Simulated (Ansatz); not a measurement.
# C2H10AlNOSi: the cost of one run

Method: RKS LDA/def2-SVP, in Ansatz 0.2.0.

## Step 1: The starting structure

Bond lengths (14 of 15 bonds, heavy atoms first): C1–Al2 2.007 Å, Al2–N3 1.909 Å, N3–C4 1.566 Å, N3–Si5 1.792 Å, Si5–O6 1.726 Å, C1–H7 1.090 Å, C1–H8 1.168 Å, C1–H9 1.048 Å, Al2–H10 1.603 Å, C4–H11 1.071 Å, C4–H12 1.122 Å, C4–H13 1.081 Å, Si5–H14 1.480 Å, Si5–H15 1.453 Å. Angles (14 of 25 angles, heavy atoms first): C1–Al2–N3 119.9°, Al2–N3–C4 110.8°, Al2–N3–Si5 108.8°, C4–N3–Si5 107.5°, N3–Si5–O6 108.8°, C1–Al2–H10 121.0°, N3–Al2–H10 119.1°, Al2–C1–H7 108.7°, Al2–C1–H8 106.5°, Al2–C1–H9 108.8°, N3–C4–H11 107.8°, N3–C4–H12 106.1°, N3–C4–H13 105.1°, N3–Si5–H14 109.6°.

Structure file:

```xyz
16

C    -0.4686   -1.9203   -1.3745
Al   -0.9447   -1.1578    0.4199
N     0.0608    0.3006    1.1306
C     1.5804   -0.0658    1.2265
Si   -0.0869    1.6993    0.0195
O    -1.7219    2.2524    0.0343
H    -1.1810   -2.7082   -1.6190
H    -0.5967   -1.0542   -2.1479
H     0.5332   -2.2268   -1.3567
H    -2.1264   -1.7906    1.2994
H     2.0879    0.7608    1.6814
H     1.6460   -0.9364    1.9305
H     1.8745   -0.3155    0.2163
H     0.7460    2.8175    0.5172
H     0.3119    1.3164   -1.3240
H    -1.7374    3.0058   -0.6092
```

## Step 2: Relaxing end A

input.yaml reads:

```yaml
crystal:
  periodic: [false, false, false]
  atoms:
    - { symbol: C, position_ang: [-0.4686, -1.9203, -1.3745] }
    - { symbol: Al, position_ang: [-0.9447, -1.1578, 0.4199] }
    - { symbol: "N", position_ang: [0.0608, 0.3006, 1.1306] }
    - { symbol: C, position_ang: [1.5804, -0.0658, 1.2265] }
    - { symbol: Si, position_ang: [-0.0869, 1.6993, 0.0195] }
    - { symbol: O, position_ang: [-1.7219, 2.2524, 0.0343] }
    - { symbol: H, position_ang: [-1.181, -2.7082, -1.619] }
    - { symbol: H, position_ang: [-0.5967, -1.0542, -2.1479] }
    - { symbol: H, position_ang: [0.5332, -2.2268, -1.3567] }
    - { symbol: H, position_ang: [-2.1264, -1.7906, 1.2994] }
    - { symbol: H, position_ang: [2.0879, 0.7608, 1.6814] }
    - { symbol: H, position_ang: [1.646, -0.9364, 1.9305] }
    - { symbol: H, position_ang: [1.8745, -0.3155, 0.2163] }
    - { symbol: H, position_ang: [0.746, 2.8175, 0.5172] }
    - { symbol: H, position_ang: [0.3119, 1.3164, -1.324] }
    - { symbol: H, position_ang: [-1.7374, 3.0058, -0.6092] }
basis:
  gaussian: { orbitals: def2-SVP }
hamiltonian:
  xc: lda
relax:
  f_tol: 0.015
  max_steps: 40
```

Started as:

```sh
ansatz run input.yaml --threads 2 --pin off --max-ram 3072MiB --backend cpu --events-out ev --progress --plain --runs-dir out
```

**Question.** How long does this run take on 2 threads of Intel Xeon Platinum 8559C (Emerald Rapids), shared host, and how much memory does it need?

About 30 s, with a peak of 0.21 GiB.
